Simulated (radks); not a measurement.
# The Coulomb parameter U of the 5d shell of Au²⁺

One table from this session's results is given with a row withheld; the runs are named, their logs left out.

The numbers are computed with radks (a radial shooting solver on a logarithmic mesh, Libxc functionals) version 1 (scalar-relativistic Kohn-Sham, PBE, spin-unpolarised, spherical densities, point nucleus), except any that are marked as measured or tabulated.

### What is computed

| Quantity | Value |
| --- | --- |
| element | gold (Z = 79) |
| charge | +2 |
| electrons | 77 |
| configuration | [Xe] 4f14 5d8 6p1 |

The outer shells:

Au²⁺
```
[Xe] core
4f [↑↓][↑↓][↑↓][↑↓][↑↓][↑↓][↑↓]
5d [↑↓][↑↓][↑↓][↑ ][↑ ]
6p [↑ ][  ][  ]
```

Set-up of the first run:

Settings of this run:

```text
Z 79
configuration [Xe] 4f14 5d8 6p1
relativity scalar-relativistic
functional pbe,pbe
spin unpolarised
nucleus point
c 137.035999084
```

Steps of the session up to this table: Start: [Xe] 4f14 5d8 6p1.

One of the session's tables, all rows but one given; the rest of the session is left out.

It belongs to the step «Start: [Xe] 4f14 5d8 6p1». Sizes of the orbitals, from the radial functions (bohr):

```
level     <r>  outermost maximum (interpolated)  90 % within  nodes
   4s  0.4070                             0.383        0.583      3
   4p  0.4335                             0.403        0.629      2
   4d  0.4583                             0.410        0.684      1
   5s  0.9239                             0.847         1.32      4
   4f  0.4983                             0.376        0.800      0
   5p   1.063                             0.951         1.54      3
   5d       ?                                 ?            ?      ?
   6p   2.986                              2.61         4.34      4
```

Estimate the missing values for 5d.

The run gave: <r>: 1.451; outermost maximum (interpolated): 1.19; 90 % within: 2.21; nodes: 2. In the column «<r>» it lies between 5p (1.063) and 6p (2.986).
